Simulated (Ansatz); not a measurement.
# C2HF3O2: the cost of one run

Computed with Ansatz 0.2.0 (the levels named in each step, unless a step's input says otherwise).

## 1. The structure to begin with

Bond lengths: O1–C2 1.190 Å, C2–O3 1.317 Å, C2–C4 1.560 Å, C4–F5 1.336 Å, C4–F6 1.329 Å, C4–F7 1.337 Å, O3–H8 0.973 Å. Angles: O1–C2–O3 127.1°, O1–C2–C4 123.6°, O3–C2–C4 109.4°, C2–O3–H8 112.2°, C2–C4–F5 111.0°, C2–C4–F6 111.5°, C2–C4–F7 111.0°, F5–C4–F6 107.9°, F5–C4–F7 107.5°, F6–C4–F7 107.8°.

Structure file:

```xyz
8

O     1.1971    1.4701   -0.5503
C     0.9297    0.4126   -0.0735
O     1.7670   -0.4510    0.4618
C    -0.5203   -0.1565    0.0044
F    -0.6162   -1.3163   -0.6526
F    -1.4025    0.6856   -0.5242
F    -0.8790   -0.3819    1.2727
H     2.6873   -0.1354    0.4350
```

## 2. A rough first relaxation, PBE-D4/def2-SVPD

Input file input.yaml:

```yaml
crystal:
  periodic: [false, false, false]
  atoms:
    - { symbol: O, position_ang: [1.19715, 1.47006, -0.55034] }
    - { symbol: C, position_ang: [0.92966, 0.41263, -0.0735] }
    - { symbol: O, position_ang: [1.76699, -0.451, 0.46182] }
    - { symbol: C, position_ang: [-0.52033, -0.15649, 0.00443] }
    - { symbol: F, position_ang: [-0.61618, -1.3163, -0.65257] }
    - { symbol: F, position_ang: [-1.40253, 0.68561, -0.52418] }
    - { symbol: F, position_ang: [-0.87899, -0.38187, 1.27269] }
    - { symbol: H, position_ang: [2.68728, -0.13539, 0.43495] }
basis:
  gaussian: { orbitals: def2-SVPD }
hamiltonian:
  xc: pbe
  dispersion: d4
relax:
  f_tol: 0.03
  max_steps: 200
```

Command:

```bash
> ansatz run input.yaml --threads 4 --pin off --max-ram 10240MiB --backend cpu --events-out ev --progress --plain --runs-dir out
```

Q: Estimate wall time and peak memory on 4 threads of AMD EPYC (Zen 3), shared host.

About 52 s, with a peak of 0.21 GiB.
